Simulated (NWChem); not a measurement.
# C2H3BOS (SMILES BOC#CS) at 3 levels

Aim: a comparison of 3 runs (HF/STO-3G, HF/3-21G, B3LYP/6-31G*) of C2H3BOS. Input form: an ASE script.

The calculation is run with NWChem 7.3.0.

### Step 1. The system as given

C2H3BOS: 8 atoms, total charge 0, spin state singlet. As SMILES, `BOC#CS`. The shape is that of a PBE0-D4/def2-TZVP optimisation.

Bond lengths: B1–O2 1.367 Å, O2–C3 1.297 Å, C3–C4 1.202 Å, C4–S5 1.680 Å, B1–H6 1.190 Å, B1–H7 1.193 Å, S5–H8 1.346 Å. Angles: B1–O2–C3 124.8°, O2–C3–C4 177.3°, C3–C4–S5 174.9°, O2–B1–H6 115.0°, O2–B1–H7 119.5°, C4–S5–H8 97.3°, H6–B1–H7 125.5°.

### Step 2. Energy and gradient at HF/STO-3G (run 1)

run.py

```python
from ase import Atoms
from ase.calculators.nwchem import NWChem

mol = Atoms(['B', 'O', 'C', 'C', 'S', 'H', 'H', 'H'], positions=[
    [0.382200, 1.938700, 0.432500],
    [1.034400, 0.847500, -0.071300],
    [0.497700, -0.321200, -0.242200],
    [0.050900, -1.422500, -0.420400],
    [-0.440200, -3.000800, -0.721700],
    [1.041900, 2.925700, 0.515200],
    [-0.764600, 1.844000, 0.748000],
    [-1.710200, -2.868500, -0.295900],
])

calc = NWChem(
    label='job',
    theory='scf',
    memory='2200 mb',
    basis='STO-3G',
    basispar='spherical bse',
    scf={'nopen': '0', 'rhf': None, 'thresh': '1e-08', 'maxiter': '80'},
)
mol.calc = calc

forces = mol.get_forces()
print(f"energy = {mol.get_potential_energy():.6f} eV")
print("forces (eV/A):")
for s, f in zip(mol.symbols, forces):
    print(f"{s:2s} {f[0]:10.5f} {f[1]:10.5f} {f[2]:10.5f}")
print("dipole (e A):", mol.get_dipole_moment().round(4))
```

Command:

```
$ export ASE_NWCHEM_COMMAND="nwchem PREFIX.nwi > PREFIX.nwo"
$ python run.py
```

What it wrote:

```text
energy = -15452.912882 eV
forces (eV/A):
B     0.12372   -0.50327   -0.17987
O     1.09349    3.96305    0.79627
C    -3.13274   -6.87724   -1.01060
C     1.99821    5.12087    0.85278
S    -0.73914   -1.35358   -0.16131
H    -0.68078   -0.71477    0.00082
H     0.96082    0.29275   -0.20373
H     0.37641    0.07220   -0.09431
dipole (e A): [-0.2816 -0.0456  0.0723]
```

The calculator wrote job.nwi:

```
title "job"

permanent_dir job

scratch_dir job

start job

geometry units angstrom nocenter noautosym noautoz
  B  3.8219999999999998e-01 1.9387000000000001e+00 4.3250000000000000e-01
  O  1.0344000000000000e+00 8.4750000000000003e-01 -7.1300000000000002e-02
  C  4.9769999999999998e-01 -3.2119999999999999e-01 -2.4220000000000000e-01
  C  5.0900000000000001e-02 -1.4225000000000001e+00 -4.2040000000000000e-01
  S  -4.4019999999999998e-01 -3.0007999999999999e+00 -7.2170000000000001e-01
  H  1.0419000000000000e+00 2.9257000000000000e+00 5.1519999999999999e-01
  H  -7.6459999999999995e-01 1.8440000000000001e+00 7.4800000000000000e-01
  H  -1.7101999999999999e+00 -2.8685000000000000e+00 -2.9590000000000000e-01
end

memory 2200 mb

basis spherical bse noprint
   * library STO-3G
end

scf
  nopen 0
  rhf
  thresh 1e-08
  maxiter 80
end

task scf gradient
```

job.nwo:

```text
Northwest Computational Chemistry Package (NWChem) 7.3.0
             --------------------------------------------------------

           Job information
           ---------------

    nwchem branch   = 7.3.0
    use scalapack   = T
    input           = job.nwi
    prefix          = job.
    data base       = job/job.db
    status          = startup
    nproc           =        1

           Memory information
           ------------------

    heap     =     72089596 doubles =      550.0 Mbytes
    stack    =     72089601 doubles =      550.0 Mbytes
    global   =    144179200 doubles =     1100.0 Mbytes (distinct from heap & stack)
    total    =    288358397 doubles =     2200.0 Mbytes
    verify   = yes
    hardfail = no

[... 135 lines left out ...]
 Convergence threshold     :          1.000E-08
[... 12 lines left out ...]
       Final RHF  results
[... 3 lines left out ...]
      One-electron energy =  -1123.237676653824
[... 1 line left out ...]
 Nuclear repulsion energy =    170.234549827894
[... 40 lines left out ...]
                       ROHF Final Molecular Orbital Analysis
[... 228 lines left out ...]
                         RHF ENERGY GRADIENTS

    atom               coordinates                        gradient
                 x          y          z           x          y          z
   1 B       0.722253   3.663612   0.817306   -0.002406   0.009787   0.003498
   2 O       1.954733   1.601543  -0.134737   -0.021265  -0.077069  -0.015485
   3 C       0.940517  -0.606980  -0.457692    0.060922   0.133741   0.019653
[... 4 lines of this table left out ...]
   8 H      -3.231809  -5.420679  -0.559170   -0.007320  -0.001404   0.001834

                 ----------------------------------------
                 |  Time  |  1-e(secs)   |  2-e(secs)   |
                 ----------------------------------------
                 |  CPU   |       0.00   |       0.36   |
                 ----------------------------------------
                 |  WALL  |       0.00   |       0.36   |
                 ----------------------------------------

 Task  times  cpu:        1.5s     wall:        1.5s
 Total times  cpu:        1.6s     wall:        1.6s
```

Wall time 2.5 s (1 thread of Intel Xeon 6975P-C (Granite Rapids), shared host); peak memory 0.098 GiB.

### Step 3. Energy and forces at HF/3-21G (run 2)

calc.xyz

```xyz
8
C2H3BOS gradient
B      0.382200     1.938700     0.432500
O      1.034400     0.847500    -0.071300
C      0.497700    -0.321200    -0.242200
C      0.050900    -1.422500    -0.420400
S     -0.440200    -3.000800    -0.721700
H      1.041900     2.925700     0.515200
H     -0.764600     1.844000     0.748000
H     -1.710200    -2.868500    -0.295900
```

run.py

```python
from ase.io import read
from ase.calculators.nwchem import NWChem

system = read('calc.xyz')

calc = NWChem(
    label='calc',
    theory='scf',
    memory='2200 mb',
    basis='3-21G',
    basispar='spherical bse',
    scf={'nopen': '0', 'rhf': None, 'thresh': '1e-08', 'maxiter': '80'},
)
system.calc = calc

forces = system.get_forces()
print(f"energy = {system.get_potential_energy():.6f} eV")
print("forces (eV/A):")
for s, f in zip(system.symbols, forces):
    print(f"{s:2s} {f[0]:10.5f} {f[1]:10.5f} {f[2]:10.5f}")
print("dipole (e A):", system.get_dipole_moment().round(4))
```

Command:

```
$ export ASE_NWCHEM_COMMAND="nwchem PREFIX.nwi > PREFIX.nwo"
$ python run.py
```

What it wrote:

```text
energy = -15552.332154 eV
forces (eV/A):
B    -0.29316    1.64623    0.55351
O     0.35224   -0.20589   -0.16414
C    -0.97419   -3.56838   -0.71528
C     1.90354    4.37432    0.66617
S    -0.69173   -1.98530   -0.35646
H    -0.27737   -0.21479    0.02196
H     0.21710    0.09076   -0.03908
H    -0.23639   -0.13694    0.03327
dipole (e A): [-0.3743  0.216   0.1746]
```

The calculator wrote calc.nwi:

```
title "calc"

permanent_dir calc

scratch_dir calc

start calc

geometry units angstrom nocenter noautosym noautoz
  B  3.8219999999999998e-01 1.9387000000000001e+00 4.3250000000000000e-01
  O  1.0344000000000000e+00 8.4750000000000003e-01 -7.1300000000000002e-02
  C  4.9769999999999998e-01 -3.2119999999999999e-01 -2.4220000000000000e-01
  C  5.0900000000000001e-02 -1.4225000000000001e+00 -4.2040000000000000e-01
  S  -4.4019999999999998e-01 -3.0007999999999999e+00 -7.2170000000000001e-01
  H  1.0419000000000000e+00 2.9257000000000000e+00 5.1519999999999999e-01
  H  -7.6459999999999995e-01 1.8440000000000001e+00 7.4800000000000000e-01
  H  -1.7101999999999999e+00 -2.8685000000000000e+00 -2.9590000000000000e-01
end

memory 2200 mb

basis spherical bse noprint
   * library 3-21G
end

scf
  nopen 0
  rhf
  thresh 1e-08
  maxiter 80
end

task scf gradient
```

calc.nwo:

```text
Northwest Computational Chemistry Package (NWChem) 7.3.0
             --------------------------------------------------------

           Job information
           ---------------

    nwchem branch   = 7.3.0
    use scalapack   = T
    input           = calc.nwi
    prefix          = calc.
    data base       = calc/calc.db
    status          = startup
    nproc           =        1

           Memory information
           ------------------

    heap     =     72089596 doubles =      550.0 Mbytes
    stack    =     72089601 doubles =      550.0 Mbytes
    global   =    144179200 doubles =     1100.0 Mbytes (distinct from heap & stack)
    total    =    288358397 doubles =     2200.0 Mbytes
    verify   = yes
    hardfail = no

[... 135 lines left out ...]
 Convergence threshold     :          1.000E-08
[... 13 lines left out ...]
       Final RHF  results
[... 3 lines left out ...]
      One-electron energy =  -1123.196125791416
[... 1 line left out ...]
 Nuclear repulsion energy =    170.234549827894
[... 40 lines left out ...]
                       ROHF Final Molecular Orbital Analysis
[... 225 lines left out ...]
                         RHF ENERGY GRADIENTS

    atom               coordinates                        gradient
                 x          y          z           x          y          z
   1 B       0.722253   3.663612   0.817306    0.005701  -0.032014  -0.010764
   2 O       1.954733   1.601543  -0.134737   -0.006850   0.004004   0.003192
   3 C       0.940517  -0.606980  -0.457692    0.018945   0.069394   0.013910
[... 4 lines of this table left out ...]
   8 H      -3.231809  -5.420679  -0.559170    0.004597   0.002663  -0.000647

                 ----------------------------------------
                 |  Time  |  1-e(secs)   |  2-e(secs)   |
                 ----------------------------------------
                 |  CPU   |       0.00   |       0.51   |
                 ----------------------------------------
                 |  WALL  |       0.00   |       0.51   |
                 ----------------------------------------

 Task  times  cpu:        2.1s     wall:        2.1s
 Total times  cpu:        2.1s     wall:        2.1s
```

Run time: 3.3 s. Hardware: 1 thread of Intel Xeon 6975P-C (Granite Rapids), shared host; peak memory 0.094 GiB.

### Step 4. Energy and forces at B3LYP/6-31G(d) (Cartesian functions) (run 3)

geom.xyz

```xyz
8
C2H3BOS
B      0.382200     1.938700     0.432500
O      1.034400     0.847500    -0.071300
C      0.497700    -0.321200    -0.242200
C      0.050900    -1.422500    -0.420400
S     -0.440200    -3.000800    -0.721700
H      1.041900     2.925700     0.515200
H     -0.764600     1.844000     0.748000
H     -1.710200    -2.868500    -0.295900
```

run.py

```python
from ase.io import read
from ase.calculators.nwchem import NWChem

atoms = read('geom.xyz')

calc = NWChem(
    label='geom',
    theory='dft',
    memory='2200 mb',
    basis='6-31G*',
    dft={'xc': 'b3lyp', 'mult': '1', 'grid': 'xfine', 'convergence': 'energy 1e-08', 'iterations': '100', 'mulliken': None},
)
atoms.calc = calc

forces = atoms.get_forces()
print(f"energy = {atoms.get_potential_energy():.6f} eV")
print("forces (eV/A):")
for s, f in zip(atoms.symbols, forces):
    print(f"{s:2s} {f[0]:10.5f} {f[1]:10.5f} {f[2]:10.5f}")
print("dipole (e A):", atoms.get_dipole_moment().round(4))
```

Command:

```
$ export ASE_NWCHEM_COMMAND="nwchem PREFIX.nwi > PREFIX.nwo"
$ python run.py
```

What it wrote:

```text
energy = -15679.433248 eV
forces (eV/A):
B    -0.05955    0.19895    0.07394
O     0.32370    0.49561    0.04361
C     0.04628    0.04350   -0.00144
C    -0.04947   -0.17874   -0.03594
S    -0.03630   -0.51509   -0.13617
H    -0.01430    0.00185    0.00489
H     0.00869    0.01851    0.00278
H    -0.21911   -0.06453    0.04839
dipole (e A): [-0.2536  0.0823  0.1004]
```

The calculator wrote geom.nwi:

```
title "geom"

permanent_dir geom

scratch_dir geom

start geom

geometry units angstrom nocenter noautosym noautoz
  B  3.8219999999999998e-01 1.9387000000000001e+00 4.3250000000000000e-01
  O  1.0344000000000000e+00 8.4750000000000003e-01 -7.1300000000000002e-02
  C  4.9769999999999998e-01 -3.2119999999999999e-01 -2.4220000000000000e-01
  C  5.0900000000000001e-02 -1.4225000000000001e+00 -4.2040000000000000e-01
  S  -4.4019999999999998e-01 -3.0007999999999999e+00 -7.2170000000000001e-01
  H  1.0419000000000000e+00 2.9257000000000000e+00 5.1519999999999999e-01
  H  -7.6459999999999995e-01 1.8440000000000001e+00 7.4800000000000000e-01
  H  -1.7101999999999999e+00 -2.8685000000000000e+00 -2.9590000000000000e-01
end

memory 2200 mb

basis noprint
   * library 6-31G*
end

dft
  xc b3lyp
  mult 1
  grid xfine
  convergence energy 1e-08
  iterations 100
  mulliken
end

task dft gradient
```

geom.nwo:

```text
Northwest Computational Chemistry Package (NWChem) 7.3.0
             --------------------------------------------------------

           Job information
           ---------------

    nwchem branch   = 7.3.0
    use scalapack   = T
    input           = geom.nwi
    prefix          = geom.
    data base       = geom/geom.db
    status          = startup
    nproc           =        1

           Memory information
           ------------------

    heap     =     72089596 doubles =      550.0 Mbytes
    stack    =     72089601 doubles =      550.0 Mbytes
    global   =    144179200 doubles =     1100.0 Mbytes (distinct from heap & stack)
    total    =    288358397 doubles =     2200.0 Mbytes
    verify   = yes
    hardfail = no

[... 106 lines left out ...]
  convergence criterion.
[... 42 lines left out ...]
          Spatial weights used:  Erf1
[... 80 lines left out ...]
         Total DFT energy =     -576.208548639625
[... 3 lines left out ...]
 Nuclear repulsion energy =      170.234549827894
[... 668 lines left out ...]
          Convergence on gradient requested:  5.00D-04
[... 29 lines left out ...]
          total energy or number of iterations.
[... 26 lines left out ...]
                         DFT ENERGY GRADIENTS

    atom               coordinates                        gradient
                 x          y          z           x          y          z
   1 B       0.722253   3.663612   0.817306    0.001158  -0.003869  -0.001438
   2 O       1.954733   1.601543  -0.134737   -0.006295  -0.009638  -0.000848
   3 C       0.940517  -0.606980  -0.457692   -0.000900  -0.000846   0.000028
[... 4 lines of this table left out ...]
   8 H      -3.231809  -5.420679  -0.559170    0.004261   0.001255  -0.000941

                 ----------------------------------------
                 |  Time  |  1-e(secs)   |  2-e(secs)   |
                 ----------------------------------------
                 |  CPU   |       0.00   |       3.00   |
                 ----------------------------------------
                 |  WALL  |       0.00   |       3.00   |
                 ----------------------------------------

 Task  times  cpu:       28.0s     wall:       28.0s
 Total times  cpu:       28.0s     wall:       28.0s
```

Wall time 29 s (1 thread of Intel Xeon 6975P-C (Granite Rapids), shared host); peak memory 0.14 GiB.

### Step 5. The series

| run | level | Cartesian functions | iteration cap | energy (Eh) | dipole moment (D) | HOMO energy (eV) | LUMO energy (eV) | wall time |
| --- | --- | --- | --- | --- | --- | --- | --- | --- |
| 1 | HF/STO-3G | no | 80 | -567.884079 | 1.41 | -6.59 | 7.15 | 2.5 s |
| 2 | HF/3-21G | no | 80 | -571.537670 | 2.24 | -9.23 | 2.72 | 3.3 s |
| 3 | B3LYP/6-31G* (Cartesian functions) | yes | 100 | -576.208549 | 1.37 | -6.19 | -1.08 | 29 s |

### Step 6. Results

```
                       quantity          value
            run 3: total energy  -576.20855 Eh
           run 3: dipole moment         1.37 D
             run 3: HOMO energy       -6.19 eV
             run 3: LUMO energy       -1.08 eV
           run 3: HOMO–LUMO gap        5.11 eV
run 3: largest force on an atom     0.594 eV/Å
```

**Reading.** The dipole moment (its size) runs from 1.37 D (B3LYP/6-31G*) to 2.24 D (HF/3-21G). The two ends differ in method and basis. The HOMO–LUMO gap runs from 5.11 eV (B3LYP/6-31G*) to 13.74 eV (HF/STO-3G). In run 1 the basis is minimal, so the values are rough. All runs together took 35 s, the longest 29 s.
